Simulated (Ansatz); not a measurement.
# Ta: the cost of one run

Method: DFT PBEsol, scalar-relativistic, plane waves, PAW, in Ansatz 0.2.0.

3 further runs of the same task are left out: 3 set aside as unsound or not needed.

**1. The starting structure**

The structure is cubic, space group Fm-3m (No. 225). Conventional cell: a = 3.998 Å, b = 3.998 Å, c = 3.998 Å, α = 90.00°, β = 90.00°, γ = 90.00°. W (site symmetry m-3m) has 12 W at 2.83 Å as nearest neighbours.

Coordinates:

```xyz
1
Lattice="0.0000 1.9990 1.9990 1.9990 0.0000 1.9990 1.9990 1.9990 0.0000" Properties=species:S:1:pos:R:3 pbc="T T T"
W     0.0000    0.0000    0.0000
```

It is the result of an earlier relaxation at this level (volume 15.98 Å³/atom; gap on the mesh: none (metal)).

**2. The film's bulk: Ta**

Relaxed beforehand at this level: -9806.2318 eV/atom, gap on the mesh none (metal).

```
Ta
1.0
     0.00000   -2.08780   -2.08780
     2.08780    0.00000   -2.08780
     2.08780   -2.08780    0.00000
Ta
1
Direct
  0.00000 0.00000 0.00000
```

Bulk energy of W, the base, on matching settings, from an earlier run: -10256.0717 eV/atom.

**3. Ta strained to the base's plane**

The (111) plane of Ta is fitted to the (111) plane of W, a strain of -4.3 % along x and -4.3 % along y; the third vector and the atoms relax.

input.yaml

```yaml
crystal:
  lattice:
    - [2.8270069233, 0.0, 0.0]
    - [-1.4135034616, 2.4482598122, 0.0]
    - [1.4135034616, 0.8160866041, 2.5398525406]
  atoms:
    - { symbol: Ta, position: [0.0, 0.0, 0.0] }
basis:
  ecutwfc: 420
kpoints:
  mp_grid: { grid: [12, 12, 14] }
hamiltonian:
  xc: pbesol
scf:
  occupations: { method: gaussian, width: 0.1 }
output:
  forces: true
  stress: true
  eigenvalues: true
relax:
  adjacent_minimum: "off"
  f_tol: 0.01
  max_steps: 50
  cell: { fix: [a, b, gamma], stress_tol: 0.1 }
```

**Question.** How long does this run take on 1 thread of an Arm CPU, shared host, and how much memory does it need?

About 70 s, with a peak of 0.4 GiB.
